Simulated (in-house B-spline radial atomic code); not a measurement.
# Ir³⁺: binding energies from hole states

Aim: the cost of two holes at once in Ir³⁺, against the sum of the two single holes.

Program: in-house B-spline radial atomic code version 1. Level of theory: Dirac-Hartree-Fock, average of configuration, Fermi nucleus, basis-set limit. These are calculated values, not measurements, unless marked.

## 1. What is computed

| Property | Result |
| --- | --- |
| element | iridium (Z = 77) |
| charge | +3 |
| electrons | 74 |
| configuration | [Xe] 4f14 5d6 |
| Hamiltonian | Dirac-Coulomb |
| nucleus | Fermi, rms radius 5.403 fm |

Outer shells as boxes (Hund's rule):

[Xe] 4f14 5d6
```
[Xe] core
4f [↑↓][↑↓][↑↓][↑↓][↑↓][↑↓][↑↓]
5d [↑↓][↑ ][↑ ][↑ ][↑ ]
```

The boxes draw the filling by Hund's rule, which heavy ions in jj coupling don't follow; these runs average over all states of the configuration.

The run's settings:

```ini
Z = 77
electrons = 74.0
configuration = [Xe] 4f14 5d6
hamiltonian = dirac
method = hf
spin_polarised = False
nucleus = fermi
rms_radius = 5.4032
mass_number = 193
atomic_mass = 192.962923753
speed_of_light = 137.035999084
```

This reference run was done before. Its total energy is -17844.838488 hartree, and its levels are (the highest eight at most):

```csv
orbital,occupation,energy (eV),<r> (bohr)
4d5/2,6,-354.48,0.4827
5s1/2,2,-146.97,0.9902
4f5/2,6,-116.18,0.5262
4f7/2,8,-112.89,0.5335
5p1/2,2,-108.71,1.071
5p3/2,4,-94.370,1.159
5d3/2,2.4,-43.884,1.509
5d5/2,3.6,-42.474,1.554
```

Single holes known from earlier runs (ΔSCF): 1s 76551.5 eV, 3s 3234.83 eV, 3p1/2 2967.47 eV, 4s 744.39 eV, 4p1/2 631.21 eV, 4p3/2 545.73 eV, 4d3/2 360.02 eV, 4d5/2 344.09 eV.

## 2. The 4s and 4p1/2 holes

In configurations, a minus sign after the shell means j = l − 1/2 and a plus sign j = l + 1/2; the count of electrons follows.

The run's settings:

```ini
Z = 77
electrons = 72.0
configuration = 1s2 2s2 2p6 3s2 3p6 3d10 4s1 4p-1 4p+4 4d10 4f14 5s2 5p6 5d6
hamiltonian = dirac
method = hf
spin_polarised = False
nucleus = fermi
rms_radius = 5.4032
mass_number = 193
atomic_mass = 192.962923753
speed_of_light = 137.035999084
```

## 3. The 3s and 4d5/2 holes

The settings differ from step 2 so:

```diff
@@ -2,3 +2,3 @@
 electrons = 72.0
-configuration = 1s2 2s2 2p6 3s2 3p6 3d10 4s1 4p-1 4p+4 4d10 4f14 5s2 5p6 5d6
+configuration = 1s2 2s2 2p6 3s1 3p6 3d10 4s2 4p6 4d-4 4d+5 4f14 5s2 5p6 5d6
 hamiltonian = dirac
```

## 4. The 3p1/2 and 4d3/2 holes

The settings differ from step 3 so:

```diff
@@ -2,3 +2,3 @@
 electrons = 72.0
-configuration = 1s2 2s2 2p6 3s1 3p6 3d10 4s2 4p6 4d-4 4d+5 4f14 5s2 5p6 5d6
+configuration = 1s2 2s2 2p6 3s2 3p-1 3p+4 3d10 4s2 4p6 4d-3 4d+6 4f14 5s2 5p6 5d6
 hamiltonian = dirac
```

## 5. The 4d3/2 and 4d3/2 holes

The run's settings:

```ini
Z = 77
electrons = 72.0
configuration = 1s2 2s2 2p6 3s2 3p6 3d10 4s2 4p6 4d-2 4d+6 4f14 5s2 5p6 5d6
hamiltonian = dirac
method = hf
spin_polarised = False
nucleus = fermi
rms_radius = 5.4032
mass_number = 193
atomic_mass = 192.962923753
speed_of_light = 137.035999084
```

## 6. The 4p3/2 and 4d5/2 holes

The settings differ from step 5 so:

```diff
@@ -2,3 +2,3 @@
 electrons = 72.0
-configuration = 1s2 2s2 2p6 3s2 3p6 3d10 4s2 4p6 4d-2 4d+6 4f14 5s2 5p6 5d6
+configuration = 1s2 2s2 2p6 3s2 3p6 3d10 4s2 4p-2 4p+3 4d-4 4d+5 4f14 5s2 5p6 5d6
 hamiltonian = dirac
```

## 7. The 1s and 1s holes

The settings differ from step 6 so:

```diff
@@ -2,3 +2,3 @@
 electrons = 72.0
-configuration = 1s2 2s2 2p6 3s2 3p6 3d10 4s2 4p-2 4p+3 4d-4 4d+5 4f14 5s2 5p6 5d6
+configuration = 2s2 2p6 3s2 3p6 3d10 4s2 4p6 4d10 4f14 5s2 5p6 5d6
 hamiltonian = dirac
```

What does each hole state cost in eV, and how does that compare with the orbital energies or single holes?

As calculated:

| two holes | ΔSCF (eV) | less the two single holes (eV) |
| --- | --- | --- |
| 4s and 4p1/2 | 1403.23 | 27.62 |
| 3s and 4d5/2 | 3613.20 | 34.28 |
| 3p1/2 and 4d3/2 | 3362.33 | 34.83 |
| 4d3/2 and 4d3/2 | 750.17 | 30.12 |
| 4p3/2 and 4d5/2 | 917.47 | 27.65 |
| 1s and 1s | 154414.5 | 1311.58 |

**Reading.** Two holes cost more than the sum of each, because the second electron leaves a more charged ion. The excess runs from 27.6 eV (4s and 4p1/2) to 1311.6 eV (1s and 1s); it tends to be largest where both holes are compact. Two partly filled shells share a symmetry and can mix in the average, which may lower the energy, in these hole states: 3s and 4d5/2; 3p1/2 and 4d3/2; 4d3/2 and 4d3/2; 4p3/2 and 4d5/2; 4d3/2; 4d5/2. Values are for the free ion, measured from the vacuum level.
